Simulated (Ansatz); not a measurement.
# PBE/def2-SVP run of [CSO3F3]− (trifluoromethanesulfonate)

What is the vertical ionisation energy of [CSO3F3]− (trifluoromethanesulfonate) at PBE/def2-SVP? 

The results are computed with Ansatz 0.2.0.

2 further runs of the same task are left out: 2 set aside as unsound or not needed.

**1. The molecule**

The species is [CSO3F3]− (8 atoms), meant as a singlet with charge -1. As SMILES, `[O-]S(=O)(=O)C(F)(F)F`. Geometry: relaxed at PBE0-D4/def2-TZVPD.

Bond lengths: O1–S2 1.447 Å, S2–O3 1.447 Å, S2–O4 1.447 Å, S2–C5 1.853 Å, C5–F6 1.341 Å, C5–F7 1.341 Å, C5–F8 1.341 Å. Some angles: O1–S2–O3 115.5°, O1–S2–O4 115.5°, O1–S2–C5 102.4°, O3–S2–O4 115.5°, O3–S2–C5 102.4°, O4–S2–C5 102.4°, S2–C5–F6 111.9°, S2–C5–F7 111.9°, S2–C5–F8 111.9°, F6–C5–F7 106.9°.

**2. A single-point energy at PBE/def2-SVP**

Contents of in.yaml:

```yaml
crystal:
  periodic: [false, false, false]
  atoms:
    - symbol: O
      position_ang: [-0.452120, -1.793850, 0.534600]
    - symbol: S
      position_ang: [0.514500, -0.855220, 0.007850]
    - symbol: O
      position_ang: [1.622110, -0.542800, 0.884460]
    - symbol: O
      position_ang: [0.853150, -1.026290, -1.388190]
    - symbol: C
      position_ang: [-0.440870, 0.732840, -0.006730]
    - symbol: F
      position_ang: [-0.854330, 1.079580, 1.221330]
    - symbol: F
      position_ang: [0.292430, 1.753940, -0.474640]
    - symbol: F
      position_ang: [-1.534870, 0.651830, -0.778680]
basis:
  gaussian:
    orbitals: def2-SVP
hamiltonian:
  xc: {name: PBE}
accuracy: high
total_charge: -1
output: {orbitals: {seedname: orbitals}}
```

The run is started by

```
$ ansatz run in.yaml --threads 1 --pin off --max-ram 3480MiB --events-out events.jsonl --progress --plain --runs-dir runs
```

The program printed:

```text
Warning: RAYON_NUM_THREADS=1 ignored (pool sized by the plan → 1); use --threads N
Functional definition: PBE
  name "PBE"
  parameter kappa = 0.804
  parameter beta = 0.06672455060314922
  exchange = pbe_x(kappa = kappa, mu = beta*pi^2/3)
  correlation = pbe_c(beta = beta)
2515 factors; integrals over basis functions are off by at most 3.9e-9 eV
mean field evaluation 1: about -26116.9040 eV, gradient 8.5e1 eV
mean field evaluation 2: about -26047.9566 eV, gradient 2.1e2 eV
mean field evaluation 4: about -26129.2389 eV, gradient 9.4e0 eV
mean field evaluation 8: about -26129.4208 eV, gradient 6.6e-1 eV
mean field evaluation 16: about -26129.4214 eV, gradient 5.2e-5 eV
mean field -26129.42144716 eV, -960.2385270252 hartree, gradient 2.1e-8 eV, S^2 0.000000; 0 other end points of the search recorded, 0 dependent functions left out
reference -26129.42144867 eV, -960.2385270808 hartree; 37, 37 occupied and 79, 79 virtual orbitals, 2515 factors
Total energy: -26129.42144867 eV, -960.2385270808 hartree
```

It took 9.3 s on 1 thread of Arm Neoverse V2, shared host; peak memory 0.35 GiB.

**3. Doublet neutral CSO3F3, same level**

Contents of input.yaml:

```yaml
crystal:
  periodic: [false, false, false]
  atoms:
    - {symbol: O, position_ang: [-0.452120, -1.793850, 0.534600]}
    - {symbol: S, position_ang: [0.514500, -0.855220, 0.007850]}
    - {symbol: O, position_ang: [1.622110, -0.542800, 0.884460]}
    - {symbol: O, position_ang: [0.853150, -1.026290, -1.388190]}
    - {symbol: C, position_ang: [-0.440870, 0.732840, -0.006730]}
    - {symbol: F, position_ang: [-0.854330, 1.079580, 1.221330]}
    - {symbol: F, position_ang: [0.292430, 1.753940, -0.474640]}
    - {symbol: F, position_ang: [-1.534870, 0.651830, -0.778680]}
basis:
  gaussian: {orbitals: def2-SVP}
magnetization: {spin_polarized: true, initial_magnetization: 1}
hamiltonian: {xc: pbe}
accuracy: high
output: {orbitals: {seedname: orbitals}}
```

The run is started by

```
$ ansatz run input.yaml --threads 1 --pin off --max-ram 3480MiB --events-out events.jsonl --progress --plain --runs-dir runs
```

The program printed:

```text
Warning: RAYON_NUM_THREADS=1 ignored (pool sized by the plan → 1); use --threads N
Functional definition: PBE
  name "PBE"
  parameter kappa = 0.804
  parameter beta = 0.06672455060314922
  exchange = pbe_x(kappa = kappa, mu = beta*pi^2/3)
  correlation = pbe_c(beta = beta)
2512 factors; integrals over basis functions are off by at most 3.8e-9 eV
mean field evaluation 1: about -26109.3450 eV, gradient 6.6e1 eV
mean field evaluation 2: about -25968.3772 eV, gradient 1.9e2 eV
mean field evaluation 4: about -26122.5683 eV, gradient 2.5e1 eV
mean field evaluation 8: about -26125.1573 eV, gradient 3.2e0 eV
mean field evaluation 16: about -26125.1956 eV, gradient 5.4e-3 eV
mean field evaluation 32: about -26123.4279 eV, gradient 1.4e1 eV
mean field -26125.19562491 eV, -960.0832309218 hartree, gradient 9.1e-8 eV, S^2 0.754146; 6 other end points of the search recorded, 0 dependent functions left out
reference -26125.19562642 eV, -960.0832309773 hartree; 37, 36 occupied and 79, 80 virtual orbitals, 2512 factors
Total energy: -26125.19562642 eV, -960.0832309773 hartree
```

Wall time 20 s (1 thread of Arm Neoverse V2, shared host); peak memory 0.45 GiB.

**4. Summary of results**

Level: PBE/def2-SVP.

```
                                                                quantity          value
                                         singlet [CSO3F3]−: total energy  -960.23853 Eh
                                          singlet [CSO3F3]−: HOMO energy       -0.39 eV
                                          singlet [CSO3F3]−: LUMO energy        7.04 eV
singlet [CSO3F3]−: HOMO–LUMO gap (to an unbound level, set by the basis)        7.43 eV
                                    doublet neutral CSO3F3: total energy  -960.08323 Eh
              doublet neutral CSO3F3: HOMO energy (highest over α and β)       -8.50 eV
               doublet neutral CSO3F3: LUMO energy (lowest over α and β)       -8.04 eV
                                            doublet neutral CSO3F3: ⟨S²⟩          0.754
                     vertical detachment energy (to the doublet neutral)       4.226 eV
```

The vertical ionisation energy comes to 4.23 eV (97 kcal/mol). The negative HOMO energy of the first species, 0.39 eV, lies 3.84 eV below that difference.
